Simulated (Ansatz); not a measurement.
# AlGeH₄ (doublet): wave-function methods side by side, cc-pVDZ

Aim: climb from Hartree-Fock through coupled cluster and multireference methods for AlGeH₄ (doublet) at one geometry and basis, and see what each rung misses.

Method: cc-pVDZ, core rule «outside noble gas», up to 19 orbitals frozen; program: Ansatz 0.2.0, Gaussian basis.

The runs, in order: UHF; CCSD(T) on ROHF; CCSD(T) on UHF; BCCD(T) on ROHF; CISD; CCSDT(Q) on ROHF; CCSDT(Q) on UHF; CASSCF and MRCISD+Q, 9 electrons in 9 orbitals; CASSCF and NEVPT2, 9 electrons in 9 orbitals.

18 further runs of the same task are left out: 6 that didn't finish, 12 set aside as unsound or not needed.

## (1) The system

The geometry is a PBE0/def2-TZVP stationary point (not a proven minimum). No spin-orbit coupling is included. The filled d shell of Ge may be among the frozen orbitals whatever the setting's name suggests; the logs give the count.

6 atoms, charge 0, spin multiplicity 2.

Atoms are counted from 1 here; the program's logs count them from 0.

Bond lengths: Ge1–Al2 2.663 Å, Ge1–H3 1.726 Å, Ge1–H4 1.726 Å, Al2–H3 1.762 Å, Al2–H4 1.762 Å, Al2–H5 1.582 Å, Al2–H6 1.582 Å. Angles: Al2–Ge1–H3 40.7°, Al2–Ge1–H4 40.7°, H3–Ge1–H4 81.4°, Ge1–Al2–H3 39.7°, Ge1–Al2–H4 39.7°, Ge1–Al2–H5 117.5°, Ge1–Al2–H6 117.5°, H3–Al2–H4 79.5°, H3–Al2–H5 110.8°, H3–Al2–H6 110.8°, H4–Al2–H5 110.8°, H4–Al2–H6 110.8°, H5–Al2–H6 124.9°, Ge1–H3–Al2 99.6°, Ge1–H4–Al2 99.6°.

In the tables R marks a restricted open-shell determinant and U an unrestricted one; 'frontier' is the active space of 9 electrons in 9 orbitals; energies count from the table's Hartree-Fock row.

## (2) UHF

Input file in.yaml:

```yaml
crystal:
  periodic: [false, false, false]
  atoms:
    - {symbol: Ge, position_ang: [0.000000, 0.000000, 0.784674]}
    - {symbol: Al, position_ang: [0.000000, 0.000000, -1.878421]}
    - {symbol: H, position_ang: [-1.125990, -0.000002, -0.523581]}
    - {symbol: H, position_ang: [1.125990, 0.000002, -0.523581]}
    - {symbol: H, position_ang: [0.000002, -1.402706, -2.609571]}
    - {symbol: H, position_ang: [-0.000002, 1.402706, -2.609571]}
basis:
  gaussian: {orbitals: cc-pVDZ}
magnetization: {spin_polarized: true, initial_magnetization: 1}
hamiltonian: {xc: hf}
output: {orbitals: {seedname: orbitals}}
```

On the command line:

```console
ansatz run in.yaml --threads 1 --pin off --events-out ev --progress --plain --max-ram 2393MiB
```

The program printed:

```text
Functional definition: HF
  name "HF"
  cite "Fock, Z. Phys. 61, 126 (1930) doi:10.1007/BF01340294"
  parent pbe
  exchange = exact_x
  correlation = 0
681 factors; integrals over basis functions are off by at most 1.1e-3 eV
mean field evaluation 1: about -63116.7717 eV, gradient 7.9e0 eV
mean field evaluation 2: about -63116.7762 eV, gradient 7.9e0 eV
mean field evaluation 4: about -63117.7175 eV, gradient 6.2e-1 eV
mean field evaluation 8: about -63117.7257 eV, gradient 3.3e-2 eV
mean field -63117.72569660 eV, -2319.5336366191 hartree, gradient 6.0e-5 eV, S^2 0.765582; 0 other end points of the search recorded, 0 dependent functions left out
reference -63117.72569660 eV, -2319.5336366191 hartree; 25, 24 occupied and 40, 41 virtual orbitals, 681 factors
Total energy: -63117.72569660 eV, -2319.5336366191 hartree
```

It took 2.2 s on 1 thread of Arm Neoverse V1, shared host.

From the report: ⟨S²⟩ of the determinant 0.766 (pure doublet: 0.75).

## (3) CCSD(T) on ROHF

in.yaml, as its differences from that of step 2:

```diff
@@ -11,4 +11,3 @@
   gaussian: {orbitals: cc-pVDZ}
-magnetization: {spin_polarized: true, initial_magnetization: 1}
-hamiltonian: {xc: hf}
-output: {orbitals: {seedname: orbitals}}
+magnetization: {spin_polarized: false, initial_magnetization: 1}
+correlation: {method: ccsd_t, electrons: outside_noble_gas}
```

Launched as before.

The program printed (excerpt; [...] marks lines left out):

```text
Functional definition: HF
  name "HF"
  cite "Fock, Z. Phys. 61, 126 (1930) doi:10.1007/BF01340294"
  parent pbe
[...]
681 factors; integrals over basis functions are off by at most 1.1e-3 eV
[...]
mean field -63117.62277433 eV, -2319.5298542955 hartree, gradient 1.3e-6 eV, S^2 0.750000; 1 other end points of the search recorded, 0 dependent functions left out
determinant -63117.62277433 eV, -2319.5298542955 hartree, with singles and doubles -63123.09493652 eV, -2319.7309525466 hartree
determinant -63115.26979362 eV, -2319.4433838492 hartree, with singles and doubles -63120.92248053 eV, -2319.6511162614 hartree
19 core orbitals not correlated: weight in the atoms' cores, before any rotation towards them, 1.000 or more for the frozen orbitals, at most 0.000 for the correlated occupied ones
reference -63117.62277433 eV, -2319.5298542955 hartree; 6, 5 occupied and 40, 41 virtual orbitals, 681 factors
second order -4.28146417 eV of doubles, -0.05631403 eV of singles
cycle   1  -5.47210625 eV  change    5.6e-5 eV  update   2.4e-4
[...]
cycle   6  -5.47210595 eV  change   -4.5e-6 eV  update   1.4e-6
perturbative correction -0.13197506 eV, -0.0048499942 hartree
Total energy: -63123.22685535 eV, -2319.7358004743 hartree
```

It took 5.5 s on 1 thread of Arm Neoverse V1, shared host.

From the report: correlation -5.6041 eV; T1 0.017; largest double amplitude 0.04.

## (4) CCSD(T) on UHF

in.yaml, as its differences from that of step 3:

```diff
@@ -11,3 +11,3 @@
   gaussian: {orbitals: cc-pVDZ}
-magnetization: {spin_polarized: false, initial_magnetization: 1}
+magnetization: {spin_polarized: true, initial_magnetization: 1}
 correlation: {method: ccsd_t, electrons: outside_noble_gas}
```

The command is unchanged.

The program printed (excerpt; [...] marks lines left out):

```text
Functional definition: HF
  name "HF"
  cite "Fock, Z. Phys. 61, 126 (1930) doi:10.1007/BF01340294"
  parent pbe
[...]
681 factors; integrals over basis functions are off by at most 1.1e-3 eV
[...]
mean field -63117.72569660 eV, -2319.5336366191 hartree, gradient 1.9e-6 eV, S^2 0.765583; 1 other end points of the search recorded, 0 dependent functions left out
determinant -63117.72569660 eV, -2319.5336366191 hartree, with singles and doubles -63123.09970194 eV, -2319.7311276728 hartree
determinant -63115.37511537 eV, -2319.4472543520 hartree, with singles and doubles -63120.92638000 eV, -2319.6512595644 hartree
19 core orbitals not correlated: weight in the atoms' cores, before any rotation towards them, 1.000 or more for the frozen orbitals, at most 0.000 for the correlated occupied ones
reference -63117.72569660 eV, -2319.5336366191 hartree; 6, 5 occupied and 40, 41 virtual orbitals, 681 factors
second order -4.22522889 eV of doubles, -0.00000000 eV of singles
cycle   1  -5.37401369 eV  change   -8.4e-6 eV  update   3.2e-4
[...]
cycle   6  -5.37404001 eV  change   -8.6e-6 eV  update   2.2e-6
perturbative correction -0.12967361 eV, -0.0047654174 hartree
Total energy: -63123.22941022 eV, -2319.7358943640 hartree
```

Wall time 5.5 s (1 thread of Arm Neoverse V1, shared host).

From the report: ⟨S²⟩ of the determinant 0.766 (pure doublet: 0.75); correlation -5.5037 eV; T1 0.015; largest double amplitude 0.04.

## (5) BCCD(T) on ROHF

in.yaml, as its differences from that of step 4:

```diff
@@ -11,3 +11,3 @@
   gaussian: {orbitals: cc-pVDZ}
-magnetization: {spin_polarized: true, initial_magnetization: 1}
-correlation: {method: ccsd_t, electrons: outside_noble_gas}
+magnetization: {spin_polarized: false, initial_magnetization: 1}
+correlation: {method: bccd_t, electrons: outside_noble_gas}
```

The command is unchanged.

The program printed (excerpt; [...] marks lines left out):

```text
Functional definition: HF
  name "HF"
  cite "Fock, Z. Phys. 61, 126 (1930) doi:10.1007/BF01340294"
  parent pbe
[...]
681 factors; integrals over basis functions are off by at most 1.1e-3 eV
[...]
mean field -63117.62277433 eV, -2319.5298542955 hartree, gradient 1.3e-6 eV, S^2 0.750000; 1 other end points of the search recorded, 0 dependent functions left out
determinant -63117.62277433 eV, -2319.5298542955 hartree, with singles and doubles -63123.09493652 eV, -2319.7309525466 hartree
determinant -63115.26979362 eV, -2319.4433838492 hartree, with singles and doubles -63120.92248053 eV, -2319.6511162614 hartree
19 core orbitals not correlated: weight in the atoms' cores, before any rotation towards them, 1.000 or more for the frozen orbitals, at most 0.000 for the correlated occupied ones
reference -63117.62277433 eV, -2319.5298542955 hartree; 6, 5 occupied and 40, 41 virtual orbitals, 681 factors
second order -4.28146417 eV of doubles, -0.05631403 eV of singles
cycle   1  -5.46937035 eV  change    2.8e-3 eV  update   2.9e-3
[...]
cycle   6  -5.46765048 eV  change    4.9e-6 eV  update   1.3e-5
perturbative correction -0.13701345 eV, -0.0050351514 hartree
Total energy: -63123.22743826 eV, -2319.7358218958 hartree
```

It took 5.5 s on 1 thread of Arm Neoverse V1, shared host.

From the report: correlation -5.6047 eV; largest double amplitude 0.04.

## (6) CISD

in.yaml, as its differences from that of step 5:

```diff
@@ -12,2 +12,2 @@
 magnetization: {spin_polarized: false, initial_magnetization: 1}
-correlation: {method: bccd_t, electrons: outside_noble_gas}
+correlation: {active_space: {ras: {orbitals: [5, 1, 40], electrons: 11, max_holes: 2, max_particles: 2}, fixed_orbitals: true}}
```

Same command.

The program printed:

```text
Functional definition: HF
  name "HF"
  cite "Fock, Z. Phys. 61, 126 (1930) doi:10.1007/BF01340294"
  parent pbe
  exchange = exact_x
  correlation = 0
681 factors; integrals over basis functions are off by at most 1.1e-3 eV
mean field evaluation 1: about -63116.7614 eV, gradient 1.0e1 eV
mean field evaluation 2: about -63116.7658 eV, gradient 1.0e1 eV
mean field evaluation 4: about -63117.6205 eV, gradient 7.1e-1 eV
mean field evaluation 8: about -63117.6228 eV, gradient 3.0e-4 eV
mean field -63117.62277433 eV, -2319.5298542955 hartree, gradient 1.3e-6 eV, S^2 0.750000; 0 other end points of the search recorded, 0 dependent functions left out
reference -63117.62277433 eV, -2319.5298542955 hartree; 25, 24 occupied and 40, 41 virtual orbitals, 681 factors
state -63122.64806195 eV, -2319.7145302092 hartree
Total energy: -63122.64806195 eV, -2319.7145302092 hartree
```

Run time: 5.5 s. Hardware: 1 thread of Arm Neoverse V1, shared host.

From the report: 27,631 determinants.

## (7) CCSDT(Q) on ROHF

in.yaml, as its differences from that of step 6:

```diff
@@ -12,2 +12,2 @@
 magnetization: {spin_polarized: false, initial_magnetization: 1}
-correlation: {active_space: {ras: {orbitals: [5, 1, 40], electrons: 11, max_holes: 2, max_particles: 2}, fixed_orbitals: true}}
+correlation: {method: ccsdt_q, electrons: outside_noble_gas}
```

Same command.

The program printed (excerpt; [...] marks lines left out):

```text
Functional definition: HF
  name "HF"
  cite "Fock, Z. Phys. 61, 126 (1930) doi:10.1007/BF01340294"
  parent pbe
[...]
1284 factors; integrals over basis functions are off by at most 2.1e-7 eV
[...]
mean field -63117.62289949 eV, -2319.5298588947 hartree, gradient 7.1e-7 eV, S^2 0.750000; 1 other end points of the search recorded, 0 dependent functions left out
[...]
determinant -63117.62289949 eV, -2319.5298588947 hartree, with singles and doubles -63123.09506369 eV, -2319.7309572200 hartree
determinant -63115.26991624 eV, -2319.4433883555 hartree, with singles and doubles -63120.92260536 eV, -2319.6511208488 hartree
19 core orbitals not correlated: weight in the atoms' cores, before any rotation towards them, 1.000 or more for the frozen orbitals, at most 0.000 for the correlated occupied ones
reference -63117.62289949 eV, -2319.5298588947 hartree; 6, 5 occupied and 40, 41 virtual orbitals, 1284 factors
second order -4.28152143 eV of doubles, -0.05631404 eV of singles
cycle   1  -5.16654025 eV  change   -8.3e-1 eV  update   8.0e-2
[...]
cycle  16  -5.63374301 eV  change    5.4e-7 eV  update   2.4e-7
perturbative correction -0.00487657 eV, -0.0001792106 hartree
Total energy: -63123.26151906 eV, -2319.7370743422 hartree
```

Wall time 74 s (1 thread of Arm Neoverse V1, shared host); peak memory 0.95 GiB.

From the report: correlation -5.6386 eV; T1 0.018; largest double amplitude 0.04.

## (8) CCSDT(Q) on UHF

in.yaml, as its differences from that of step 7:

```diff
@@ -11,3 +11,3 @@
   gaussian: {orbitals: cc-pVDZ}
-magnetization: {spin_polarized: false, initial_magnetization: 1}
+magnetization: {spin_polarized: true, initial_magnetization: 1}
 correlation: {method: ccsdt_q, electrons: outside_noble_gas}
```

Same command.

The program printed (excerpt; [...] marks lines left out):

```text
Functional definition: HF
  name "HF"
  cite "Fock, Z. Phys. 61, 126 (1930) doi:10.1007/BF01340294"
  parent pbe
[...]
1284 factors; integrals over basis functions are off by at most 2.1e-7 eV
[...]
mean field -63117.72582193 eV, -2319.5336412248 hartree, gradient 1.2e-6 eV, S^2 0.765583; 1 other end points of the search recorded, 0 dependent functions left out
determinant -63117.72582193 eV, -2319.5336412248 hartree, with singles and doubles -63123.09982925 eV, -2319.7311323511 hartree
determinant -63115.37523848 eV, -2319.4472588764 hartree, with singles and doubles -63120.92650465 eV, -2319.6512641453 hartree
19 core orbitals not correlated: weight in the atoms' cores, before any rotation towards them, 1.000 or more for the frozen orbitals, at most 0.000 for the correlated occupied ones
reference -63117.72582193 eV, -2319.5336412248 hartree; 6, 5 occupied and 40, 41 virtual orbitals, 1284 factors
second order -4.22528584 eV of doubles, -0.00000000 eV of singles
cycle   1  -5.05056757 eV  change   -8.3e-1 eV  update   8.1e-2
[...]
cycle  16  -5.53367162 eV  change    6.0e-7 eV  update   2.7e-7
perturbative correction -0.00503999 eV, -0.0001852162 hartree
Total energy: -63123.26453354 eV, -2319.7371851221 hartree
```

Run time: 64 s. Hardware: 1 thread of Arm Neoverse V1, shared host; peak memory 0.73 GiB.

From the report: ⟨S²⟩ of the determinant 0.766 (pure doublet: 0.75); correlation -5.5387 eV; T1 0.016; largest double amplitude 0.04.

## (9) CASSCF and MRCISD+Q, 9 electrons in 9 orbitals

in.yaml, as its differences from that of step 8:

```diff
@@ -11,3 +11,3 @@
   gaussian: {orbitals: cc-pVDZ}
-magnetization: {spin_polarized: true, initial_magnetization: 1}
-correlation: {method: ccsdt_q, electrons: outside_noble_gas}
+magnetization: {spin_polarized: false, initial_magnetization: 1}
+correlation: {method: fic_mrcisd_q, electrons: outside_noble_gas, active_space: {window: {electrons: 9, orbitals: 9}}}
```

Same command.

The program printed (excerpt; [...] marks lines left out):

```text
Functional definition: HF
  name "HF"
  cite "Fock, Z. Phys. 61, 126 (1930) doi:10.1007/BF01340294"
  parent pbe
[...]
681 factors; integrals over basis functions are off by at most 1.1e-3 eV
[...]
mean field -63117.62277433 eV, -2319.5298542955 hartree, gradient 1.3e-6 eV, S^2 0.750000; 0 other end points of the search recorded, 0 dependent functions left out
reference -63117.62277433 eV, -2319.5298542955 hartree; 25, 24 occupied and 40, 41 virtual orbitals, 681 factors
state -63119.09839546 eV, -2319.5840823718 hartree
contracted CI cycle   1: correlation 0.00000000 eV, 0.0000000000 hartree, residual 1.40e1 eV
contracted CI cycle   2: correlation -3.58237700 eV, -0.1316499266 hartree, residual 3.09e0 eV
contracted CI cycle   3: correlation -3.77561976 eV, -0.1387514668 hartree, residual 1.01e0 eV
contracted CI cycle   4: correlation -3.79693116 eV, -0.1395346465 hartree, residual 3.83e-1 eV
contracted CI cycle   5: correlation -3.80002148 eV, -0.1396482135 hartree, residual 1.63e-1 eV
contracted CI cycle   6: correlation -3.80058695 eV, -0.1396689944 hartree, residual 7.01e-2 eV
contracted CI cycle   7: correlation -3.80067261 eV, -0.1396721423 hartree, residual 2.59e-2 eV
contracted CI cycle   8: correlation -3.80068468 eV, -0.1396725858 hartree, residual 9.77e-3 eV
contracted CI cycle   9: correlation -3.80068643 eV, -0.1396726501 hartree, residual 3.83e-3 eV
contracted CI cycle  10: correlation -3.80068672 eV, -0.1396726607 hartree, residual 1.48e-3 eV
state -63119.09839546 eV, -2319.5840823718 hartree; corrected -63123.24667855 eV, -2319.7365289634 hartree
Total energy: -63123.24667855 eV, -2319.7365289634 hartree
```

It took 19 s on 1 thread of Arm Neoverse V1, shared host; peak memory 0.37 GiB.

From the report: 4,036 determinants; active occupations 1.99, 1.98, 1.97, 1.97, 1.00, 0.03, 0.02, 0.02, 0.02.

## (10) CASSCF and NEVPT2, 9 electrons in 9 orbitals

in.yaml, as its differences from that of step 9:

```diff
@@ -12,2 +12,2 @@
 magnetization: {spin_polarized: false, initial_magnetization: 1}
-correlation: {method: fic_mrcisd_q, electrons: outside_noble_gas, active_space: {window: {electrons: 9, orbitals: 9}}}
+correlation: {method: sc_nevpt2, electrons: outside_noble_gas, active_space: {window: {electrons: 9, orbitals: 9}}}
```

Launched as before.

The program printed:

```text
Functional definition: HF
  name "HF"
  cite "Fock, Z. Phys. 61, 126 (1930) doi:10.1007/BF01340294"
  parent pbe
  exchange = exact_x
  correlation = 0
681 factors; integrals over basis functions are off by at most 1.1e-3 eV
mean field evaluation 1: about -63116.7614 eV, gradient 1.0e1 eV
mean field evaluation 2: about -63116.7658 eV, gradient 1.0e1 eV
mean field evaluation 4: about -63117.6205 eV, gradient 7.1e-1 eV
mean field evaluation 8: about -63117.6228 eV, gradient 3.0e-4 eV
mean field -63117.62277433 eV, -2319.5298542955 hartree, gradient 1.3e-6 eV, S^2 0.750000; 0 other end points of the search recorded, 0 dependent functions left out
reference -63117.62277433 eV, -2319.5298542955 hartree; 25, 24 occupied and 40, 41 virtual orbitals, 681 factors
state -63119.09839546 eV, -2319.5840823718 hartree
state -63119.09839546 eV, -2319.5840823718 hartree; corrected -63121.87881757 eV, -2319.6862609995 hartree
Total energy: -63121.87881757 eV, -2319.6862609995 hartree
```

Wall time 14 s (1 thread of Arm Neoverse V1, shared host).

From the report: 4,036 determinants; active occupations 1.99, 1.98, 1.97, 1.97, 1.00, 0.03, 0.02, 0.02, 0.02.

## (11) All levels against the top one

The yardstick is UCCSDT(Q), where the cluster series has nearly closed. Rows without a time come out of other runs: HF, MP2 and CCSD of CCSD(T), CCSDT of CCSDT(Q), CASSCF and MRCISD of the multireference runs.

Differences are taken before rounding.

```csv
method,energy from the lowest RHF (meV),from UCCSDT(Q) (meV),time
RHF,0.0,+5641.8,
UHF,-102.9,+5538.8,
RMP2,-4337.8,+1304.0,
UMP2,-4328.2,+1313.6,
CISD,-5025.3,+616.5,5.5 s
RCCSD,-5472.1,+169.7,
UCCSD,-5477.0,+164.8,
RCCSD(T),-5604.1,+37.7,5.5 s
UCCSD(T),-5606.6,+35.1,5.5 s
BCCD(T),-5604.7,+37.1,5.5 s
RCCSDT,-5633.9,+7.9,
UCCSDT,-5636.7,+5.0,
RCCSDT(Q),-5638.7,+3.0,74 s
UCCSDT(Q),-5641.8,0,64 s
CASSCF frontier,-1475.6,+4166.1,
NEVPT2 frontier,-4256.0,+1385.7,14 s
MRCISD frontier,-5276.3,+365.5,
MRCISD+Q frontier,-5623.9,+17.9,19 s
```

Among the levels timed on like hardware and quicker than the yardstick, those that no quicker one beats, quickest first: UCCSD(T) (5.5 s, +35.1 meV); MRCISD+Q frontier (19 s, +17.9 meV).

With the free atoms at the same levels and basis (separate runs), the atomisation energy is 12.776 eV at UCCSDT(Q), 12.766 eV at RCCSD(T), 12.758 eV at UCCSD(T), 10.187 eV at RHF.

## (12) What came out

| quantity | value |
| --- | --- |
| UCCSDT(Q) below the RHF energy | -5.6418 eV |
| RMP2 from UCCSDT(Q) | +1304.0 meV |
| UMP2 from UCCSDT(Q) | +1313.6 meV |
| RCCSD from UCCSDT(Q) | +169.7 meV |
| RCCSD(T) from UCCSDT(Q) | +37.7 meV |
| UCCSD(T) from UCCSDT(Q) | +35.1 meV |
| RCCSDT(Q) from UCCSDT(Q) | +3.0 meV |
| NEVPT2 frontier from UCCSDT(Q) | +1385.7 meV |
| MRCISD+Q frontier from UCCSDT(Q) | +17.9 meV |
| levels within 1 kcal/mol (43 meV) | RCCSD(T), UCCSD(T), BCCD(T), RCCSDT, UCCSDT, RCCSDT(Q), MRCISD+Q frontier |
| T1 diagnostic | 0.017 |

In words: RCCSD(T) misses by +37.7 meV, 0.7 % of the correlation energy. Of the multireference levels listed MRCISD+Q frontier comes nearest in total energy (+17.9 meV), which doesn't show that its space is the better one. These misses are within one basis, not against nature; the frozen cores of restricted and unrestricted runs differ, which can shift their rows.

MRCISD+Q frontier reaches 17.9 meV from the reference in 19 s, where UCCSDT(Q) took 64 s; the quickest level in the cost chart, UCCSD(T), takes 5.5 s and misses by 35.1 meV.
